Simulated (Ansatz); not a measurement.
# In4P: from a guess to a relaxed structure

Where does this trial cell of In4P go when cell and atoms are let free?

Method: DFT PBE, scalar-relativistic, plane waves, PAW, in Ansatz 0.2.0.

### Step 1. Starting point

The structure is cubic, space group I-43m (No. 217). The conventional cell has a = 6.879 Å, b = 6.879 Å, c = 6.879 Å, α = 90.00°, β = 90.00°, γ = 90.00°. In (site symmetry 3m) has 1 P at 1.51 Å in its first shell of neighbours. Around P (site symmetry -43m) lie 4 In at 1.51 Å.

Structure file:

```cif
data_structure
_symmetry_space_group_name_H-M 'P 1'
_symmetry_Int_Tables_number 1
_cell_length_a 5.9573
_cell_length_b 5.9573
_cell_length_c 5.9573
_cell_angle_alpha 109.471
_cell_angle_beta 109.471
_cell_angle_gamma 109.471
_cell_volume 162.76
loop_
_atom_site_label
_atom_site_type_symbol
_atom_site_fract_x
_atom_site_fract_y
_atom_site_fract_z
_atom_site_occupancy
In1 In 0.00000 0.00000 0.74631 1
In2 In 0.74631 0.00000 0.00000 1
In3 In 0.00000 0.74631 0.00000 1
In4 In 0.25369 0.25369 0.25369 1
P1 P 0.00000 0.00000 0.00000 1
```

The cell is invented: species swapped into a database cell of H4C (I-43m, No. 217), with In on the H sites and P on the C sites. Lengths come from tabulated atomic sizes and are only a guess.

### Step 2. Probe: one point on a coarse mesh

File input.yaml:

```yaml
crystal:
  lattice:
    - [-3.43947095, 3.43947095, 3.43947095]
    - [3.43947095, -3.43947095, 3.43947095]
    - [3.43947095, 3.43947095, -3.43947095]
  atoms:
    - { symbol: In, position: [0.0, 0.0, 0.74631286] }
    - { symbol: In, position: [0.74631286, 0.0, 0.0] }
    - { symbol: In, position: [0.0, 0.74631286, 0.0] }
    - { symbol: In, position: [0.25368714, 0.25368714, 0.25368714] }
    - { symbol: P, position: [0.0, 0.0, 0.0] }
basis:
  ecutwfc: 420
kpoints:
  mp_grid: { grid: [4, 4, 4] }
hamiltonian:
  xc: pbe
scf:
  occupations: { method: gaussian, width: 0.1 }
  lower_state_search: "off"
output:
  forces: true
  stress: true
  eigenvalues: true
```

Run with:

```sh
ansatz run input.yaml --threads 1 --pin off --max-ram 2560MiB --backend cpu --events-out ev --progress --plain --runs-dir out
```

The session goes on with these runs: a loose first relaxation; relaxation on the finer mesh.

**Question.** What will these runs give? Wanted: conventional cell; volume; energy over the elements, black P; gap on the mesh.

The runs gave:

| quantity | value |
| --- | --- |
| symmetry at the end (tolerance 0.05 Å) | space group Im-3m (No. 229) |
| conventional cell | a = 6.598 Å, b = 6.598 Å, c = 6.598 Å, α = 90.00°, β = 90.00°, γ = 90.00° |
| volume | 28.72 Å³/atom |
| energy over the elements, black P | +0.22 eV/atom |
| gap on the mesh | none (metal) |

What this shows: The symmetry goes from space group I-43m (No. 217) to space group Im-3m (No. 229), and the volume per atom shrinks by 11.8 % from the first guess. The formation energy is positive, so the separate elements lie lower. No finished test with a distortion of lower symmetry is shown, so the end may be a saddle point. Where forces pass 15 eV/Å atoms stand far too close, the PAW spheres overlap strongly and those numbers are rough.
